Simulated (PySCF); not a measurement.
# C3H10OSi: the cost of one run

The runs use PySCF 2.14.0, with density-fitted response routines of our own; the level of theory stands in each step. All values are computed, except where a source is named. Atoms count from 0, in the outputs and in this text.

## Step 1: The molecule as given

15 atoms, charge 0, multiplicity 1; geometry from: GFN2-xTB. The atoms were then displaced at random by about 0.01 Å, so the start is not that level's minimum.

Bonds of the start (Å): C0–C1 1.50, C1–C2 1.54, C1–O3 1.43, O3–Si4 1.58, C0–H5 1.11, C0–H6 1.10, C0–H7 1.10, C1–H8 1.12, C2–H9 1.09, C2–H10 1.09, C2–H11 1.06, Si4–H12 1.45, Si4–H13 1.43, Si4–H14 1.46.

## Step 2: Relaxing the molecule at PBE0-D3(BJ)/def2-SVP

The job: settings as JSON, then the geometry in Å.

```
{"job": {"xc": "PBE0", "basis": "def2-SVP", "d3": "d3bj", "grid": 1, "shake": 0.01, "kind": "geom"}, "charge": 0, "multiplicity": 1}
C     -0.707350     1.244000     0.450270
C     -0.330080    -0.200280     0.575550
C     -1.551310    -1.120150     0.414680
O      0.648150    -0.547600    -0.404850
Si     2.125930    -0.066100    -0.678690
H     -1.483160     1.525440     1.187370
H     -1.123070     1.447100    -0.546740
H      0.154930     1.914510     0.584320
H      0.126490    -0.346910     1.588360
H     -1.223600    -2.157440     0.529190
H     -2.282900    -0.899940     1.193670
H     -1.967220    -0.978920    -0.553770
H      2.936610    -0.221200     0.516040
H      2.462560    -0.953400    -1.749800
H      2.198680     1.343540    -1.055290
```

On the command line:

```bash
$ OMP_NUM_THREADS=1 python probes_run.py task.json out
```

One launch serves the whole session: the jobs run in the order shown.

**Question.** How long does this first job take on 1 thread of Arm Neoverse N1, shared host, and how much memory does it need?

About 86 s, with a peak of 0.5 GiB.
